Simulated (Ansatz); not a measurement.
## BaCuSO: single point with PBE

BaCuSO:

```
Ba Cu S O
1.0
     1.98668   -6.35952    0.00000
     1.98668    6.35952    0.00000
     0.00000    0.00000    6.14363
Ba Cu S O
2 2 2 2
Direct
  0.11954 0.91157 0.25071
  0.88750 0.09621 0.74963
  0.60816 0.40149 0.74825
  0.39576 0.59975 0.25628
  0.18890 0.81832 0.74792
  0.81992 0.18654 0.25562
  0.50813 0.50777 0.00010
  0.51235 0.51910 0.50758
```

The cell comes from a database or a generator and needn't be the stable form of this composition.

The cell isn't the ideal one: atoms moved at random, drawn with an rms of 0.05 Å.

- Program: Ansatz 0.2.0
- Task: single point
- Functional: PBE
- Potentials or basis: Ansatz PAW
- Cutoff: 420 eV (not typed: the program's choice for these potentials)
- k mesh: 7 × 7 × 5
- Occupations: fermi-dirac, width 0.05 eV
- Spin: no spin polarisation

```
Pressure               : -0.4 GPa
Largest force          : 0.250 eV/Å
Band gap on the k mesh : none (metal or under the smearing width)
```

Forces in eV/Å, atoms in the order of the input:
```
Ba  -0.087  0.043 -0.087
Ba   0.148 -0.022  0.169
Cu  -0.058  0.058  0.114
Cu   0.197  0.029 -0.151
S    0.052  0.004  0.046
S   -0.111  0.098 -0.121
O   -0.041 -0.040  0.134
O   -0.100 -0.171 -0.104
```

Stress tensor (GPa, compression positive):
```
-0.56  0.03  0.04
 0.03 -0.31 -0.24
 0.04 -0.24 -0.45
```

Levels at points of the mesh, in eV from the Fermi level:
| k point | band 39 | band 40 | band 41 | band 42 | band 43 | band 44 |
| --- | --- | --- | --- | --- | --- | --- |
| (0.00, 0.00, 0.00) | -0.73 | 0.27 | 0.36 | 0.45 | 2.88 | 3.57 |

Wall time 32 s on 4 threads of Arm Neoverse V1 (shared host), peak memory 0.97 GiB.

Caveat: the run has no spin polarisation, though such a crystal can be magnetic; semilocal functionals often make such compounds metallic where correlation or magnetic order opens a gap, which also shifts bond lengths. Spin-orbit coupling is left out, which matters for the levels of Ba.
